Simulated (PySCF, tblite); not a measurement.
# C6H14AlF2N: geometry, infrared bands, NMR shifts and electronic excitations

Wanted: the infrared bands, NMR shifts and electronic excitations of C6H14AlF2N (`C[N+]1(C)[AlH2-][CH2]C[C@H]1C(F)F`), by calculation.

The runs use tblite 0.8.0 and PySCF 2.14.0, with density-fitted response routines of our own; the level of theory stands in each step. All values are computed, except where a source is named. Atoms are numbered from 0 throughout.

## 1. Starting geometry

24 atoms, charge 0, multiplicity 1; geometry from: force field or distance geometry start.

Bonds of the start (Å): C0–N1 1.44, N1–C2 1.43, N1–Al3 1.93, Al3–C4 2.01, C4–C5 1.51, C5–C6 1.51, C6–C7 1.50, C7–F8 1.38, C7–F9 1.37, C6–N1 1.42, C0–H10 1.12, C0–H11 1.11, C0–H12 1.11, C2–H13 1.11, C2–H14 1.11, C2–H15 1.11, Al3–H16 1.59, Al3–H17 1.58, C4–H18 1.11, C4–H19 1.09, C5–H20 1.12, C5–H21 1.09, C6–H22 1.09, C7–H23 1.10.

## 2. Relaxing the molecule with GFN2-xTB

What the job is given:

```
{"job": {"kind": "relax", "xc": "GFN2-xTB", "basis": "xTB"}, "charge": 0, "multiplicity": 1}
C      1.403500     0.115600     1.047600
N      0.714000    -0.010800    -0.212900
C      1.594800     0.249900    -1.304700
Al     0.179600    -1.860600    -0.351300
C     -1.578000    -1.542600     0.569400
C     -1.462500    -0.051700     0.774800
C     -0.588300     0.545100    -0.295300
C     -0.675800     2.036600    -0.186200
F     -2.018900     2.346000    -0.298800
F     -0.041600     2.700300    -1.197300
H      0.790400    -0.248600     1.917600
H      2.266300    -0.585300     1.010200
H      1.806500     1.128900     1.231500
H      2.583000     0.603800    -0.940300
H      1.203900     0.975200    -2.042100
H      1.795800    -0.723800    -1.797100
H      1.122100    -2.832600     0.475200
H     -0.009600    -2.261700    -1.866700
H     -1.581100    -2.021700     1.566500
H     -2.426800    -1.813700    -0.065700
H     -2.494900     0.358900     0.629300
H     -1.188000     0.229000     1.793600
H     -1.025100     0.256800    -1.252800
H     -0.381000     2.426800     0.802900
```

On the command line:

```
$ OMP_NUM_THREADS=1 python probes_run.py task.json out
```

The driver reads the jobs from task.json and runs them one after another.

**Question.** This job is followed by: GFN2-xTB harmonic vibrations, gas phase; PBE0-D3(BJ)/def2-SVP geometry optimisation, gas phase; GIAO PBE0/pcSseg-1 NMR shielding, non-relativistic, gas phase; TDDFT CAM-B3LYP/def2-SVPD, vertical, gas phase, core orbitals frozen in the response; GIAO HF/pcSseg-1 NMR shielding, non-relativistic, gas phase. What will the session give for the following? strongest single infrared mode (GFN2-xTB); zero-point energy (GFN2-xTB); point group; rotational constants (main isotopes); 13C shifts against TMS (PBE0/pcSseg-1); 1H shifts against TMS (PBE0/pcSseg-1, means over atoms taken as alike); 15N shifts against NH3 (PBE0/pcSseg-1); 27Al shifts against AlH4- (PBE0/pcSseg-1); 19F shifts against CFCl3 (PBE0/pcSseg-1); potential on the surface of density 0.002 e/bohr³, 1st and 99th percentile; lowest singlet (CAM-B3LYP/def2-SVPD); brightest single state of those computed; lowest triplet; vertical ionisation energy (ΔSCF); range of the shift of F9.

**Answer**, as computed:

| quantity | value |
| --- | --- |
| strongest single infrared mode (GFN2-xTB) | 680 cm⁻¹, 541 km/mol |
| zero-point energy (GFN2-xTB) | 118.1 kcal/mol |
| point group | C1 |
| rotational constants (main isotopes) | 1.67, 0.88, 0.68 GHz |
| 13C shifts against TMS (PBE0/pcSseg-1) | 121.0, 70.3, 50.5, 40.3, 28.1, 2.5 ppm |
| 1H shifts against TMS (PBE0/pcSseg-1, means over atoms taken as alike) | 5.62, 4.24, 4.16, 2.72, 2.39, 2.22, 2.09, 1.44, 0.22, 0.21 ppm |
| 15N shifts against NH3 (PBE0/pcSseg-1) | 49.8 ppm |
| 27Al shifts against AlH4- (PBE0/pcSseg-1) | 111.8 ppm |
| 19F shifts against CFCl3 (PBE0/pcSseg-1) | -136.2, -138.8 ppm |
| potential on the surface of density 0.002 e/bohr³, 1st and 99th percentile | -1.11 V and 1.53 V |
| lowest singlet (CAM-B3LYP/def2-SVPD) | 6.53 eV (190 nm), f = 0.027 |
| brightest single state of those computed | state 5, 7.35 eV, f = 0.074 |
| lowest triplet | 6.16 eV |
| vertical ionisation energy (ΔSCF) | 9.05 eV |
| range of the shift of F9 | -136.2 to -105.4 ppm |

In words: Over 97 steps the energy fell by 0.995 eV; of the close pairs, N1–Al3 changed most, 1.930 to 2.080 Å (GFN2-xTB). All 66 modes are real, so the xTB geometry is a minimum. The strongest single mode, at 680 cm⁻¹, is carried by H17, H16, Al3. GFN2-xTB is a fitted tight-binding method: band positions and strengths are rough. Its intensities can rank the bands wrongly. The start of the PBE0/def2-SVP relaxation was shaken at random by about 0.01 Å, so part of the energy gained, and of the first lengths quoted, undoes that. Over 20 steps the energy fell by 0.288 eV; of the close pairs, Al3–H16 changed most, 1.528 to 1.607 Å (PBE0/def2-SVP). No frequency check was run at this level, so the end point may be a saddle. H23 (hydrogen on an sp3 CH bonded to 2 F) lies farthest downfield among hydrogen, at 5.62 ppm; its carbon carries F, an electronegative neighbour. At PBE0/pcSseg-1: The largest span, 194 ppm, is at F8, where the paramagnetic term is -155 ppm. The first singlet state (HOMO→LUMO+1 0.58, HOMO→LUMO+3 0.16) lies at 6.53 eV and is weak; of the 10 states computed, the strongest absorption comes from state 5 at 7.35 eV. The lowest triplet lies 0.37 eV below the lowest singlet (triplets in Tamm-Dancoff, singlets in full TDDFT). The orbital energy would give 8.37 eV for ionisation, ΔSCF gives 9.05 eV. Across the 2 runs the shift of F9 moves most, between -136.2 (PBE0/pcSseg-1) and -105.4 ppm (HF/pcSseg-1). These values are for one conformer; the search (at its own cheap level) found 2 more, at 0.23, 1.01 kcal/mol, and measured spectra average over such forms.
